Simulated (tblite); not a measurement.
# C17H34Si8: the cost of one run

Programs: tblite 0.8.0 and PySCF 2.14.0, with routines of our own; each step states its level. All values are computed. Atoms count from 0.

## 1. The starting structure

59 atoms, charge 0, multiplicity 1; geometry from: force field, distance geometry or constructed start.

## 2. Relaxing the molecule with GFN2-xTB

The job: settings as JSON, then the geometry in Å.

```
{"job": {"kind": "relax", "xc": "GFN2-xTB", "basis": "xTB"}, "charge": 0, "multiplicity": 1}
C     -1.420300    -2.185100     0.183700
Si    -1.428400    -2.180700    -1.709500
C     -1.420000    -0.405600    -2.330900
C     -2.967400     0.491000     0.179100
C     -1.426200    -0.404500     2.706000
Si    -2.970000     0.486100    -1.705200
Si    -1.425100    -0.401600     0.811400
C      1.661200    -0.400600    -2.330400
C      3.202000     0.484500     0.184900
Si     3.196500     0.485800    -1.701000
C      0.114200     2.265400     2.700500
Si     0.113800     2.264600     0.814700
Si     0.112900     0.487300     3.336900
C      0.118500     0.486000     0.182600
C      1.655600    -0.398200     2.702800
Si     0.114400     0.487200    -1.696300
Si     1.658200    -0.401400     0.815600
H     -2.316300    -2.700500     0.547700
H     -0.535800    -2.695300     0.551200
H     -2.598200    -2.861200    -2.179900
H     -0.251800    -2.858300    -2.181100
H     -2.967600     1.515800     0.548500
H     -3.853300    -0.022600     0.555300
H     -1.429400    -1.435300     3.064400
H     -2.314700     0.113100     3.066800
H     -2.972800     1.843400    -2.180100
H     -4.141800    -0.189900    -2.183300
H      1.657200    -1.430400    -1.967400
H      1.658400    -0.402900    -3.423900
H      3.200400     1.514700     0.552100
H      4.092800    -0.026600     0.547600
H      3.197400     1.845600    -2.182400
H      4.374000    -0.192100    -2.184500
H     -0.771600     2.779100     3.069600
H      1.007500     2.782200     3.062600
H     -1.059000     2.947600     0.331800
H      1.291200     2.945500     0.330600
H      1.658700    -1.428500     3.063300
H      2.548900     0.106600     3.065800
C      0.111500     0.490000     5.203100
C      0.350000    -0.641900     5.876000
H     -0.069600     1.404800     5.741800
H      0.354900    -0.638100     6.953800
H      0.544800    -1.565900     5.337700
C      0.112600     2.251400    -2.323500
C     -0.129500     2.508500    -3.612600
H      0.318700     3.062600    -1.635900
H     -0.127800     3.532800    -3.968200
H     -0.326400     1.697100    -4.302600
C      1.659700    -2.165700     0.193300
C      2.521100    -3.058700     0.686700
H      0.955600    -2.463000    -0.574800
H      2.521200    -4.074800     0.321700
H      3.228900    -2.758700     1.446500
C     -1.424500    -0.404200    -3.850400
C     -2.511200    -0.019800    -4.521600
H     -0.528300    -0.721200    -4.390000
H     -2.507500    -0.015400    -5.608100
H     -3.402900     0.289300    -3.985400
```

On the command line:

```sh
> OMP_NUM_THREADS=4 python large_run.py task.json out
```

The driver reads the jobs from task.json and runs them one after another.

Q: Estimate the wall time and peak memory of this first job on 4 threads of Intel Xeon 6975P-C, shared host.

About 9 s, with a peak of 0.17 GiB.
